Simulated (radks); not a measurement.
# Mg⁺ inside a hard spherical wall

The task here is to estimate one member of a computed series from the others.

Program: radks (a radial shooting solver on a logarithmic mesh, Libxc functionals) version 1. Level of theory: non-relativistic Kohn-Sham, PBE, spin-polarised, spherical densities, point nucleus; open shells are filled with parallel spins first. These are calculated values, not measurements, unless marked.

## What is computed

- element: magnesium (Z = 12)
- charge: +1
- electrons: 11
- configuration: [Ne] 3s1

The outer shells:

Mg⁺
```
[Ne] core
3s [↑ ]
```

The first run:

Input:

```text
Z 12
configuration [Ne] 3s1 3p0 4s0 3d0
relativity non-relativistic
functional pbe,pbe
spin polarised
nucleus point
```

Among the steps run: The free atom; Wall at 15 bohr; Wall at 7 bohr; Wall at 6 bohr; Wall at 5 bohr; Wall at 4 bohr; Wall at 3 bohr; Wall at 2 bohr; Wall at 1.5 bohr.

One of the session's tables, all rows but one given; the rest of the session is left out.

```
R (bohr)  E − E(free) (eV)  ε(3s) (eV)  ε(3p, empty) (eV)  ε(3d, empty) (eV)  pressure (GPa)
    free             0.000     -11.899             -7.507                  -               0
      15             0.000     -11.899             -7.507             -3.095        < 0.0001
       7             0.057     -11.787             -7.194             -1.717           0.145
       6                 ?           ?                  ?                  ?               ?
       5             0.890     -10.620             -5.132              2.042            4.03
       4             3.294      -7.726             -1.003              7.456            23.3
       3            12.935       2.821             11.831             20.571             180
       2            69.564      54.968             65.111             61.978            3010
     1.5            216.98      161.70             162.12             126.04           21369
```

Q: Estimate the row for R (bohr) = 6 from the others.

Worked estimate for «E − E(free) (eV)». A straight line through the neighbours (7, 0.057) and (5, 0.890) gives 0.057 + (0.890 − 0.057) × (6 − 7) / (5 − 7) = 0.473; a parabola fitted to 4 rows on both sides gives 0.590.

The run gave: E − E(free) (eV): 0.233; ε(3s) (eV): -11.510; ε(3p, empty) (eV): -6.631; ε(3d, empty) (eV): -0.469; pressure (GPa): 0.763. In «E − E(free) (eV)» the line misses by +0.240 and the parabola by +0.357.

What this shows: Eigenvalues are for spin up. At the tightest wall, 1.5 bohr, the energy stands 216.98 eV above the free atom and the pressure, −dE/dV, is 21369 GPa. From R = 3 bohr inwards the highest occupied level lies above zero, pushed up by confinement. Shells are not refilled when levels cross, and a hard wall is a model, not a crystal.
